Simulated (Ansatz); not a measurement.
**C2H4GaN: one species, many methods**

The task here is to estimate one member of a computed series from the others.

Program: Ansatz 0.2.0, Gaussian basis. Level of theory: functionals in def2-TZVPP, the program's frozen cores in correlated methods. These are calculated values, not measurements.

Plan: LDA (SPW92), PBE-D4, revPBE-D4, BLYP-D4, r2SCAN-D4, B97M-V, PBE0-D4, B3LYP-D4, r2SCANh-D4, r2SCAN0-D4, HSE06-D4, BHLYP-D4, CAM-B3LYP-D4, LC-ωPBE, ωB97X-V, ωB97M-V, B2PLYP, PBE-QIDH; CCSD(T)/def2-SVP; CCSD(T)/def2-TZVPP; MP2/def2-QZVPP; extrapolation to the limit; RPA on PBE.

## The geometry

All runs share one geometry, relaxed beforehand with PBE0-D4 in a triple-zeta def2 set.

SMILES `N=C=[CH][GaH2]`, 8 atoms, charge 0, spin multiplicity 1.

Atoms are counted from 1 here; the program's logs count them from 0.

Bond lengths: N1–C2 1.214 Å, N1–H5 1.014 Å, C2–C3 1.309 Å, C3–Ga4 1.931 Å, C3–H6 1.084 Å, Ga4–H7 1.565 Å, Ga4–H8 1.565 Å. Angles: C2–N1–H5 119.2°, N1–C2–C3 173.8°, C2–C3–Ga4 119.1°, C2–C3–H6 118.2°, Ga4–C3–H6 122.7°, C3–Ga4–H7 118.3°, C3–Ga4–H8 118.1°, H7–Ga4–H8 123.7°.

Set-up of the first run:

in.yaml reads:

```yaml
crystal:
  periodic: [false, false, false]
  atoms:
    - {symbol: N, position_ang: [0.336931, 2.061676, -0.854554]}
    - {symbol: C, position_ang: [0.365594, 1.114943, -0.095964]}
    - {symbol: C, position_ang: [0.472338, 0.025698, 0.622840]}
    - {symbol: Ga, position_ang: [-0.381349, -1.593632, 0.007208]}
    - {symbol: H, position_ang: [-0.411434, 2.740572, -0.770248]}
    - {symbol: H, position_ang: [1.040500, 0.073935, 1.545156]}
    - {symbol: H, position_ang: [-0.231943, -2.886448, 0.876279]}
    - {symbol: H, position_ang: [-1.190637, -1.536754, -1.330727]}
basis:
  gaussian: {orbitals: def2-TZVPP}
hamiltonian: {xc: lda}
output: {orbitals: {seedname: orbitals}}
```

Started as:

```console
$ ansatz run in.yaml --threads 2 --pin off --events-out ev --progress --plain --max-ram 4352MiB
```

Steps of the session up to this table: LDA; PBE-D4 (GGA); revPBE-D4 (GGA); BLYP-D4 (GGA); r2SCAN-D4 (meta-GGA); B97M-V (meta-GGA); PBE0-D4 (hybrid); B3LYP-D4 (hybrid); r2SCANh-D4 (hybrid); r2SCAN0-D4 (hybrid); HSE06-D4 (hybrid); BHLYP-D4 (hybrid); CAM-B3LYP-D4 (range-separated); LC-ωPBE (range-separated); ωB97X-V (range-separated); ωB97M-V (range-separated); B2PLYP (double hybrid); PBE-QIDH (double hybrid).

One of the session's tables, all rows but one given; the rest of the session is left out.

It belongs to the step «Frontier levels by functional». 

```
  functional  HOMO (eV)  LUMO (eV)  gap (eV)
 LDA (SPW92)      -6.20      -2.53      3.67
      PBE-D4      -6.03      -2.28      3.75
   revPBE-D4      -5.96      -2.17      3.79
     BLYP-D4      -5.89      -2.22      3.67
   r2SCAN-D4      -6.24      -2.03      4.21
      B97M-V      -6.29      -2.20      4.09
     PBE0-D4      -7.13      -1.51      5.62
    B3LYP-D4      -6.92      -1.77      5.15
  r2SCANh-D4      -6.65      -1.76      4.89
  r2SCAN0-D4          ?          ?         ?
    HSE06-D4      -6.73      -1.87      4.86
    BHLYP-D4      -8.12      -0.77      7.35
CAM-B3LYP-D4      -8.39      -0.63      7.75
     LC-ωPBE      -9.68       0.51     10.19
     ωB97X-V      -9.35       0.39      9.74
     ωB97M-V      -9.25       0.20      9.45
```

Q: Estimate the row for r2SCAN0-D4 from the others.

Worked estimate for «HOMO (eV)». Against the share of exact exchange, r2SCAN-D4 (0, -6.24), r2SCANh-D4 (0.1, -6.65) give a slope of -4.10 per unit share; at 0.25 the line stands at -7.26.

As computed: HOMO (eV): -7.28; LUMO (eV): -1.36; gap (eV): 5.92. In «HOMO (eV)» the line misses by +0.02.
